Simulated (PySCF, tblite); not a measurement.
# ClH9O3Si4, a small molecule taken as a stand-in for a surface group (silica-backed Si): NMR shifts, core binding energies and electronic excitations, part 2 of 2

tblite 0.8.0 and PySCF 2.14.0. Atoms count from 0, parts from 1. The steps go on from the part before.

### 6 Excited states and response: CAM-B3LYP/def2-SVPD

Job settings and geometry (Å):

```
{"job": {"kind": "uv", "xc": "CAM-B3LYP", "basis": "def2-SVPD", "nstates": 6, "ntriplets": 2, "ip": true}, "charge": 0, "multiplicity": 1}
Si     1.656688     1.322265    -1.367919
O      0.757082     1.529542     0.013154
Si    -0.290014     0.879764     1.082309
O      0.324103    -0.490296     1.714500
Si     1.065156    -1.963249     1.529176
O     -1.723063     0.583239     0.363782
Si    -2.530647    -0.027419    -0.952347
Cl    -0.589918     2.214351     2.588709
H      1.427433    -0.050332    -1.915359
H      1.240280     2.334315    -2.378415
H      3.100362     1.491093    -1.042606
H      2.305159    -1.799104     0.712141
H      1.411928    -2.491773     2.876080
H      0.143313    -2.907798     0.832087
H     -1.865166     0.435583    -2.208018
H     -2.506511    -1.519124    -0.911557
H     -3.935723     0.460008    -0.913721
```

Method: TDDFT CAM-B3LYP/def2-SVPD, vertical, gas phase, core orbitals frozen in the response.

Log:

```text
coarse grid: 16960 points
cycle   1  E = -1848.3723740475  dE =  6.585e-01  |g| = 1.148e+00  |ddm| = 7.375e+00
cycle   2  E = -1848.2191005834  dE =  1.533e-01  |g| = 1.485e+00  |ddm| = 4.838e+00
cycle   3  E = -1848.6181063561  dE = -3.990e-01  |g| = 8.860e-02  |ddm| = 1.705e+00
cycle   4  E = -1848.6198994739  dE = -1.793e-03  |g| = 3.566e-02  |ddm| = 3.787e-01
cycle   5  E = -1848.6202450191  dE = -3.455e-04  |g| = 4.687e-03  |ddm| = 1.509e-01
cycle   6  E = -1848.6202506824  dE = -5.663e-06  |g| = 1.171e-03  |ddm| = 1.592e-02
final grid: 141424 points
cycle   7  E = -1848.8650902242  dE = -1.061e-05  |g| = 2.223e-03  |ddm| = 6.878e-02
cycle   8  E = -1848.8650900453  dE =  1.789e-07  |g| = 2.571e-03  |ddm| = 9.278e-03
cycle   9  E = -1848.8650912124  dE = -1.167e-06  |g| = 3.064e-04  |ddm| = 3.021e-03
cycle  10  E = -1848.8650912314  dE = -1.900e-08  |g| = 7.809e-05  |ddm| = 6.803e-04
cycle  11  E = -1848.8650912328  dE = -1.319e-09  |g| = 3.347e-05  |ddm| = 2.416e-04
cycle  12  E = -1848.8650912330  dE = -2.124e-10  |g| = 6.913e-06  |ddm| = 7.410e-05
converged SCF energy = -1848.8650912330

Static polarisability (au): isotropic 120.826, principal 119.160 121.540 121.779

Singlet excitations
state   eV       nm        f      main configurations
  1   7.4611    166.2   0.00004   H->L 0.69, H-1->L 0.10
  2   7.6132    162.9   0.01017   H-2->L 0.58, H-1->L 0.12
  3   7.6198    162.7   0.00815   H-1->L 0.49, H-2->L 0.12
  4   7.8590    157.8   0.00168   H-3->L 0.42, H->L+2 0.27
  5   7.9000    156.9   0.00513   H-4->L 0.36, H-1->L+3 0.16, H-6->L 0.10
  6   7.9915    155.1   0.01081   H-7->L 0.44, H-2->L+3 0.15, H-1->L+2 0.11

Triplet excitations (Tamm-Dancoff, eV): 7.1266 7.2449
Vertical ionisation energy (delta-SCF) = 10.9411 eV
```

It took 9.6 min on 1 thread of Arm Neoverse V1, shared host; peak memory 1.5 GiB.

The orbitals next to the gap, with their largest atomic shares:

```csv
orbital,eV,atoms
HOMO−3,-10.98,"Si6 15 %, Si4 14 %, H15 13 %"
HOMO−2,-10.38,"Cl7 29 %, O1 18 %, O5 10 %"
HOMO−1,-10.36,"Cl7 23 %, O1 14 %, O3 14 %"
HOMO,-10.31,"O5 19 %, O3 19 %, Si6 8 %"
LUMO,0.29,"Si2 14 %, Si6 11 %, Si4 11 %"
LUMO+1,0.92,"Si0 18 %, Si6 16 %, Si4 16 %"
LUMO+2,1.16,"Si4 24 %, Si6 22 %, H11 7 %"
```

With each of the 6 states as a Gaussian band of 0.4 eV half-width at 1/e, the curve within the window shown has maxima at 160 nm (ε 1,200) L/(mol cm). Beyond the last state computed it falls off for lack of states. The curve at chosen wavelengths:

nm, ε (L/mol/cm) and a bar:
```
      150        393 #########
      151        498 ############
      152        611 ###############
      154        840 #####################
      155        945 #######################
      156       1038 ##########################
      157       1114 ###########################
      159       1204 ##############################
      160       1214 ##############################
      161       1202 ##############################
      162       1168 #############################
      164       1043 ##########################
      165        959 ########################
      166        866 #####################
      167        767 ###################
      169        571 ##############
      170        479 ###########
      171        395 #########
      172        320 #######
      174        200 ####
      175        154 ###
      176        116 ##
      177         87 ##
      179         46 #
      180         33 
      181         23
```

Ground-state properties from the same run:

```csv
property,computed
dipole moment (D),2.52
polarisability (Å³),17.90
HOMO–LUMO gap (eV),10.60
−ε(HOMO) (eV),10.31
```

### 7 Summary of results

This closing draws on all 2 parts.

```
                                                     quantity                                                     value
                                                  point group                                                        C1
                         rotational constants (main isotopes)                                      0.67, 0.65, 0.61 GHz
                        1H shifts against TMS (PBE0/pcSseg-1)  5.18, 5.18, 5.17, 5.17, 5.16, 5.07, 5.07, 5.03, 5.02 ppm
                      29Si shifts against TMS (PBE0/pcSseg-1)                            -37.7, -38.5, -38.6, -77.0 ppm
                       17O shifts against H2O (PBE0/pcSseg-1)                                      58.4, 57.2, 54.9 ppm
                      35Cl shifts against HCl (PBE0/pcSseg-1)                                                    41 ppm
                             O1s binding energies, SCAN/pcX-2                        O5 538.26, O1 538.26, O3 538.25 eV
Si2p binding energies, SCAN/pcX-2 (standing for 1 of 4 atoms)                                             Si2 109.28 eV
                            Cl2p binding energies, SCAN/pcX-2                                             Cl7 206.59 eV
                         lowest singlet (CAM-B3LYP/def2-SVPD)                               7.46 eV (166 nm), f = 0.000
                     brightest single state of those computed                               state 6, 7.99 eV, f = 0.011
                                               lowest triplet                                                   7.13 eV
                            vertical ionisation energy (ΔSCF)                                                  10.94 eV
```

In words: The optimisation took 9 steps and gained 0.554 eV; among the close pairs (by a distance rule), Si2–Cl7 changed most, from 1.972 to 2.035 Å (PBE0/def2-SVP). At PBE0/pcSseg-1: The largest span, 246 ppm, is at Cl7, where the paramagnetic term is -245 ppm. The O1s levels computed lie within 0.01 eV of one another, too close to rank. The lowest singlet, at 7.46 eV, is HOMO→LUMO 0.69, HOMO−1→LUMO 0.10 and is dark; of the 6 states computed, the strongest absorption comes from states 2 to 3 together at 7.61 eV. The lowest triplet lies 0.33 eV below the lowest singlet (triplets in Tamm-Dancoff, singlets in full TDDFT). The orbital energy would give 10.31 eV for ionisation, ΔSCF gives 10.94 eV. A capped cluster stands for the solid here, so long-range fields and strain are missing, and bands or shifts of the capping hydrogens have no counterpart in it.
